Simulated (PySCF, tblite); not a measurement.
**C₃H₁₀NSi₃ radical: geometry, infrared bands and EPR parameters**

What infrared bands and EPR parameters should C₃H₁₀NSi₃ radical (`C[SiH2][C@@H](C#N)[SiH][SiH3]`) show?

Computed with tblite 0.8.0 and PySCF 2.14.0, with density-fitted response routines of our own, on a single molecule in the gas phase. Atoms are numbered from 0 throughout.

### 1 The starting structure

17 atoms, charge 0, multiplicity 2; geometry from: force field or distance geometry start.

Bonds of the start (Å): C0–Si1 1.87, Si1–C2 1.87, C2–C3 1.45, C3–N4 1.18, C2–Si5 1.87, Si5–Si6 2.29, C0–H7 1.09, C0–H8 1.09, C0–H9 1.10, Si1–H10 1.48, Si1–H11 1.47, C2–H12 1.08, Si5–H13 1.48, Si6–H14 1.48, Si6–H15 1.49, Si6–H16 1.48.

### 2 Relaxing the molecule with GFN2-xTB

What the job is given:

```
{"job": {"kind": "relax", "xc": "GFN2-xTB", "basis": "xTB"}, "charge": 0, "multiplicity": 2}
C      2.908300     0.200300     0.484200
Si     1.197300     0.668500    -0.103500
C      0.102100    -0.833600    -0.274000
C     -0.049400    -1.562800     0.971600
N     -0.156000    -2.160200     1.981600
Si    -1.517300    -0.203400    -0.967300
Si    -2.910900     0.683900     0.625100
H      3.377400    -0.500900    -0.198100
H      3.548900     1.082000     0.550700
H      2.865000    -0.261400     1.480300
H      0.604200     1.644300     0.844900
H      1.319800     1.345900    -1.405900
H      0.544900    -1.492200    -1.010700
H     -2.186600    -1.266000    -1.759300
H     -3.437900    -0.380300     1.515700
H     -2.168500     1.679300     1.449100
H     -4.048500     1.368500    -0.034400
```

The run is started by

```
> OMP_NUM_THREADS=1 python probes_run.py task.json out
```

One launch serves the whole session: the jobs run in the order shown.

Log:

```text
step      E/eV     max force
  0    -530.95756    3.671
  1    -530.86539    9.536
  2    -531.12096    0.725
  3    -531.13436    0.339
  4    -531.15708    0.807
  5    -531.16564    0.666
  6    -531.17901    0.311
  7    -531.18993    0.384
  8    -531.20058    0.498
  9    -531.20748    0.306
 10    -531.21297    0.200
 11    -531.21785    0.274
 12    -531.22269    0.320
 13    -531.22717    0.260
 14    -531.23134    0.170
 15    -531.23521    0.274
 16    -531.23848    0.250
 17    -531.24088    0.121
 18    -531.24283    0.105
 19    -531.24500    0.227
 20    -531.24720    0.263
 21    -531.24881    0.183
 22    -531.24992    0.074
 23    -531.25081    0.113
 24    -531.25158    0.126
 25    -531.25217    0.075
 26    -531.25263    0.054
 27    -531.25306    0.069
 28    -531.25352    0.096
 29    -531.25391    0.072
 30    -531.25425    0.058
 31    -531.25460    0.069
 32    -531.25499    0.095
 33    -531.25533    0.069
 34    -531.25558    0.038
 35    -531.25580    0.053
 36    -531.25613    0.109
 37    -531.25664    0.143
 38    -531.25723    0.118
 39    -531.25764    0.048
 40    -531.25789    0.037
 41    -531.25814    0.071
 42    -531.25847    0.090
 43    -531.25883    0.067
 44    -531.25913    0.049
 45    -531.25935    0.044
 46    -531.25956    0.068
 47    -531.25978    0.064
 48    -531.25997    0.033
 49    -531.26008    0.028
 50    -531.26017    0.030
 51    -531.26026    0.039
 52    -531.26037    0.033
 53    -531.26046    0.029
 54    -531.26053    0.020
 55    -531.26059    0.021
 56    -531.26066    0.024
 57    -531.26076    0.032
 58    -531.26088    0.033
 59    -531.26099    0.027
 60    -531.26110    0.024
 61    -531.26120    0.030
 62    -531.26132    0.028
 63    -531.26145    0.026
 64    -531.26155    0.034
 65    -531.26165    0.033
 66    -531.26177    0.040
 67    -531.26193    0.049
 68    -531.26211    0.042
 69    -531.26223    0.034
 70    -531.26229    0.031
 71    -531.26235    0.029
 72    -531.26244    0.031
 73    -531.26256    0.036
 74    -531.26267    0.026
 75    -531.26273    0.022
 76    -531.26277    0.022
 77    -531.26281    0.025
 78    -531.26291    0.029
 79    -531.26306    0.035
 80    -531.26323    0.031
 81    -531.26337    0.029
 82    -531.26348    0.029
 83    -531.26360    0.028
 84    -531.26375    0.034
 85    -531.26398    0.033
 86    -531.26423    0.043
 87    -531.26452    0.048
 88    -531.26484    0.046
 89    -531.26523    0.035
 90    -531.26544    0.025
 91    -531.26554    0.031
 92    -531.26562    0.023
 93    -531.26571    0.023
 94    -531.26615    0.065
 95    -531.26636    0.067
 96    -531.26657    0.042
 97    -531.26665    0.023
 98    -531.26675    0.027
 99    -531.26690    0.056
100    -531.26711    0.072
101    -531.26730    0.061
102    -531.26740    0.030
103    -531.26737    0.053
104    -531.26752    0.031
105    -531.26755    0.019
106    -531.26763    0.014
107    -531.26771    0.025
108    -531.26784    0.027
109    -531.26791    0.022
110    -531.26799    0.019
111    -531.26806    0.018
112    -531.26810    0.016
113    -531.26815    0.017
114    -531.26823    0.021
115    -531.26833    0.024
116    -531.26845    0.024
117    -531.26853    0.017
118    -531.26857    0.015
119    -531.26860    0.015
120    -531.26864    0.015
121    -531.26871    0.023
122    -531.26880    0.027
123    -531.26889    0.021
124    -531.26897    0.018
125    -531.26902    0.023
126    -531.26907    0.036
127    -531.26913    0.025
128    -531.26921    0.012
129    -531.26924    0.013
130    -531.26927    0.012
131    -531.26929    0.011
132    -531.26931    0.010
```

Run time: 1.2 s. Hardware: 1 thread of Arm Neoverse V1, shared host; peak memory 0.18 GiB.

Relaxation path: (not every step is listed) (the energy doesn't fall at every step)

| step | energy from step 0 (eV) | largest force (eV/Å) |
| --- | --- | --- |
| 0 | 0.0000 | 3.6713 |
| 1 | 0.0922 | 9.5365 |
| 2 | -0.1634 | 0.7255 |
| 3 | -0.1768 | 0.3387 |
| 4 | -0.1995 | 0.8067 |
| 5 | -0.2081 | 0.6658 |
| 6 | -0.2215 | 0.3115 |
| 7 | -0.2324 | 0.3838 |
| 8 | -0.2430 | 0.4983 |
| 19 | -0.2874 | 0.2270 |
| 30 | -0.2967 | 0.0579 |
| 41 | -0.3006 | 0.0711 |
| 52 | -0.3028 | 0.0330 |
| 63 | -0.3039 | 0.0258 |
| 74 | -0.3051 | 0.0265 |
| 85 | -0.3064 | 0.0328 |
| 96 | -0.3090 | 0.0415 |
| 107 | -0.3102 | 0.0255 |
| 118 | -0.3110 | 0.0151 |
| 127 | -0.3116 | 0.0247 |
| 128 | -0.3117 | 0.0116 |
| 129 | -0.3117 | 0.0133 |
| 130 | -0.3117 | 0.0124 |
| 131 | -0.3117 | 0.0114 |
| 132 | -0.3118 | 0.0103 |

Close pairs (by a distance rule), those that changed most:

| bond | before (Å) | after (Å) | change (Å) |
| --- | --- | --- | --- |
| C2–Si5 | 1.871 | 1.942 | +0.071 |
| Si1–C2 | 1.867 | 1.920 | +0.053 |
| C2–C3 | 1.451 | 1.417 | -0.034 |
| C3–N4 | 1.178 | 1.149 | -0.030 |
| C0–Si1 | 1.869 | 1.895 | +0.026 |
| Si6–H15 | 1.490 | 1.469 | -0.021 |
| Si6–H14 | 1.484 | 1.466 | -0.019 |
| Si1–H10 | 1.484 | 1.466 | -0.019 |

The next job starts from the end point, and lists it.

### 3 Infrared spectrum with GFN2-xTB

What the job is given:

```
{"job": {"kind": "ir", "xc": "GFN2-xTB", "basis": "xTB"}, "charge": 0, "multiplicity": 2}
C      2.931101     0.129687     0.576758
Si     1.253197     0.752365    -0.045642
C      0.127183    -0.752032    -0.439626
C     -0.006525    -1.552162     0.722163
N     -0.163170    -2.160469     1.683905
Si    -1.693361    -0.320428    -0.959146
Si    -2.940114     0.720112     0.651115
H      3.471317    -0.411762    -0.195705
H      3.560632     0.953089     0.901012
H      2.804019    -0.543479     1.420917
H      0.594560     1.572757     0.975053
H      1.389574     1.502505    -1.300021
H      0.595850    -1.352663    -1.222951
H     -2.176589    -1.579438    -1.566878
H     -3.090402     0.107342     1.974019
H     -2.372352     2.057765     0.867877
H     -4.291918     0.888842     0.106914
```

Log:

```text
mode    cm-1     km/mol
  1      30.3      1.34
  2      37.7      0.47
  3      67.1      1.45
  4      81.6      0.33
  5     104.4      2.94
  6     122.1      0.29
  7     125.2      2.11
  8     176.9      5.48
  9     212.0      5.60
 10     351.6     27.75
 11     406.1     24.53
 12     424.0     13.46
 13     454.1     12.30
 14     469.8     27.50
 15     476.4     31.40
 16     495.5      5.50
 17     554.3     15.03
 18     602.3     35.23
 19     667.6     96.84
 20     688.1    402.69
 21     751.2     45.23
 22     770.5    270.48
 23     780.2    388.63
 24     792.1     83.19
 25     798.6    183.06
 26     827.0     84.30
 27     838.1     25.29
 28     842.3    402.17
 29    1009.0     65.37
 30    1035.7     17.84
 31    1143.3     59.25
 32    1372.2     16.19
 33    1477.8      0.51
 34    1481.4      0.89
 35    2107.0    299.85
 36    2192.6    292.36
 37    2213.3    353.52
 38    2225.1     47.22
 39    2229.2    471.57
 40    2248.7    252.06
 41    2357.6    342.50
 42    2932.5     12.96
 43    3029.1     22.84
 44    3032.3     14.87
 45    3041.1     19.46
```

It took 0.81 s on 1 thread of Arm Neoverse V1, shared host; peak memory 0.18 GiB.

The strongest bands and the atoms that carry them (share of the mass-weighted mode):

| cm⁻¹ | km/mol | atoms |
| --- | --- | --- |
| 688 | 402.7 | H10 38 %, H11 17 %, C2 15 % |
| 780 | 388.6 | H15 32 %, H16 29 %, H14 19 % |
| 842 | 402.2 | H8 21 %, H14 20 %, H15 11 % |
| 2107 | 299.9 | H13 96 % |
| 2193 | 292.4 | H15 90 % |
| 2213 | 353.5 | H16 73 %, H14 18 % |
| 2229 | 471.6 | H11 81 %, H14 12 % |
| 2358 | 342.5 | C3 60 %, N4 39 % |

### 4 g tensor and hyperfine couplings: B3LYP/pcH-1

Settings changed since step 3:

```diff
@@ -1,2 +1,2 @@
-{"job": {"kind": "ir", "xc": "GFN2-xTB", "basis": "xTB"}, "charge": 0, "multiplicity": 2}
+{"job": {"kind": "epr", "basis": "pcH-1"}, "charge": 0, "multiplicity": 2}
 C      2.931101     0.129687     0.576758
```

Level: UKS B3LYP, pcH-1 on C H N Si, non-relativistic, mean-field spin-orbit, GIAO.

Log:

```text
UKS, coarse grid
  cycle   1  E = -1043.47581704  |g| = 4.43e-01
  cycle   2  E = -1043.27277556  |g| = 7.82e-01
  cycle   3  E = -1043.55151184  |g| = 1.99e-01
  cycle   4  E = -1043.56755296  |g| = 4.76e-02
  cycle   5  E = -1043.56869423  |g| = 7.56e-03
  cycle   6  E = -1043.56872625  |g| = 1.81e-03
  cycle   7  E = -1043.56872874  |g| = 8.73e-04
UKS, final grid
  cycle   1  E = -1043.56872412  |g| = 1.10e-03
  cycle   2  E = -1043.56872365  |g| = 1.50e-03
  cycle   3  E = -1043.56872476  |g| = 8.36e-05
  cycle   4  E = -1043.56872477  |g| = 5.05e-05
  cycle   5  E = -1043.56872477  |g| = 3.11e-05
  cycle   6  E = -1043.56872477  |g| = 2.10e-05
E = -1043.56872477 Eh   <S^2> = 0.7524 (exact 0.7500)
g shifts (ppm)      1          2          3
  rmc          -135       -135       -135
  gc             18         35         40
  oz_so        -241        748       3429
  total        -358        648       3333
hyperfine (MHz)  atom isotope    a_iso     a_fc   dipolar eigenvalues
    0   13C       0.19       0.19     -0.19     -0.16      0.36
    1  29Si      -6.60      -6.61     -1.21      0.45      0.76
    2   13C      13.74      13.70     -2.51     -2.21      4.72
    3   13C      31.36      31.37     -3.59     -1.14      4.73
    4   14N       1.32       1.32     -2.37     -2.24      4.61
    5  29Si    -378.50    -379.54   -172.88     85.93     86.96
    6  29Si     -39.30     -39.34     -9.39      2.80      6.59
    7    1H      -0.03      -0.03     -0.52     -0.43      0.95
    8    1H      -0.22      -0.22     -0.41     -0.35      0.76
    9    1H       0.15       0.15     -0.58     -0.39      0.97
   10    1H       0.32       0.32     -1.42     -1.19      2.61
   11    1H       0.65       0.65     -1.90     -1.42      3.31
   12    1H      -0.48      -0.50     -3.26     -2.13      5.39
   13    1H      21.34      21.32     -9.71      1.70      8.01
   14    1H      75.10      75.10     -2.28     -0.27      2.56
   15    1H       1.03       1.03     -2.72     -1.25      3.96
   16    1H      -3.98      -3.98     -2.63     -1.26      3.89
```

It took 2.3 min on 1 thread of Arm Neoverse V1, shared host; peak memory 1.2 GiB.

Principal g values 2.00196, 2.00297, 2.00565; g(iso) = 2.00353, against 2.00232 for a free electron.

Mean a(iso) over the nuclei that a row names, and the largest dipolar term of the row (other rows stand at the frozen geometry):

| nuclei | isotope | a(iso) (MHz) | a(iso) (G, at g = 2.0023) | largest dipolar term (MHz) |
| --- | --- | --- | --- | --- |
| Si5 | 29Si | -378.5 | -135.1 | -172.9 |
| Si6 | 29Si | -39.3 | -14.0 | -9.4 |
| C3 | 13C | 31.4 | 11.2 | 4.7 |
| H14, H15, H16 | 1H | 24.0 | 8.6 | 4.0 |
| H13 | 1H | 21.3 | 7.6 | -9.7 |
| C2 | 13C | 13.7 | 4.9 | 4.7 |
| Si1 | 29Si | -6.6 | -2.4 | -1.2 |
| N4 | 14N | 1.3 | 0.5 | 4.6 |
| H11 | 1H | 0.6 | 0.2 | 3.3 |
| H12 | 1H | -0.5 | -0.2 | 5.4 |
| H10 | 1H | 0.3 | 0.1 | 2.6 |
| C0 | 13C | 0.2 | 0.1 | 0.4 |
| H7, H8, H9 | 1H | 0.0 | 0.0 | 1.0 |

Mulliken spin populations:

C0 0.00; Si1 0.00; C2 -0.01; C3 -0.02; N4 0.05; Si5 0.95; Si6 0.01; H7 0.00; H8 0.00; H9 0.00; H10 0.00; H11 0.00; H12 0.00; H13 -0.01; H14 0.04; H15 0.00; H16 0.00

In first order the couplings over 0.8 MHz of 1H, 14N give 24 distinct lines over 34.3 G, if the averaged nuclei exchange fast; the same motion can average rows kept apart here too.

Orbitals, density, ELF and potential are computed afterwards from the orbital file.

ELF in a plane through or near 7 of the atoms.

Ten even steps from ' ' (0.00) to '@' (1.00):
```
                                                        
                                                        
                                    ....                
                      ..--::      ++%%%%==              
                      %%@@@@++  ..@@@@@@%%..            
          ++%%**..  ..@@@@@@@@  ..@@@@@@@@..            
        ::@@@@@@**..::@@@@@@@@  ..@@@@@@##::--==::      
        ::@@@@@@%%====%%@@@@%%    ####::..**@@@@%%..    
        ..##@@@@**%%**..++##--    --..****##@@@@@@::    
          ::++::**%%##..::--..  ..##====::%%@@@@@@::    
          ++%%##==****--**++--..::%%@@==::**%%@@##      
        ..##@@%%++..  ::++****--::**%%**--....::..      
          ==##**--    ..++%%%%--::--++--..              
          ..::::      ..==####::..::--::                
                          ::::    ::--::                
                                  ..--::                
                                    ....                
                                                        
                                                        
                                                        
```
The map spans 13.8 Å across and 9.5 Å up, centred on the molecule. Atoms in the plane (x, y in Å): C0 (-2.9, 0.3), Si6 (3.0, 0.7), H7 (-3.5, -0.4), H8 (-3.5, 1.2), H10 (-0.5, 1.7), H15 (2.5, 2.1), H16 (4.3, 0.6).

On the surface of density 0.002 e/bohr³ the electrostatic potential runs, from the 1st to the 99th percentile, from -1.81 V near N4 to 1.43 V near H12.

The spin density lies nearest to Si5 68 %; H13 12 %.

### 5 Outcome

| quantity | value |
| --- | --- |
| strongest single infrared mode (GFN2-xTB) | 2229 cm⁻¹, 472 km/mol |
| zero-point energy (GFN2-xTB) | 68.7 kcal/mol |
| g(iso) (B3LYP) | 2.00353 |
| ⟨S²⟩ | 0.752 (exact 0.75) |
| largest a(iso) (averaged by class) | 29Si on Si5, -378.5 MHz |
| potential on the surface of density 0.002 e/bohr³, 1st and 99th percentile | -1.81 V and 1.43 V |

In words: The optimisation took 132 steps and gained 0.312 eV; among the close pairs (by a distance rule), C2–Si5 changed most, from 1.871 to 1.942 Å. All 45 modes are real, so the xTB geometry is a minimum. The strongest single mode, at 2229 cm⁻¹, moves mainly H11. Unscaled tight-binding wavenumbers are off by several per cent, some by more. Its intensities can rank the bands wrongly. Si5 carries the largest spin population, 0.95 e. The isotropic g lies 1.2 ppt above the free-electron value. These values are for one conformer; the search (at its own cheap level) found 2 more, at 0.44, 1.40 kcal/mol, and measured spectra average over such forms.
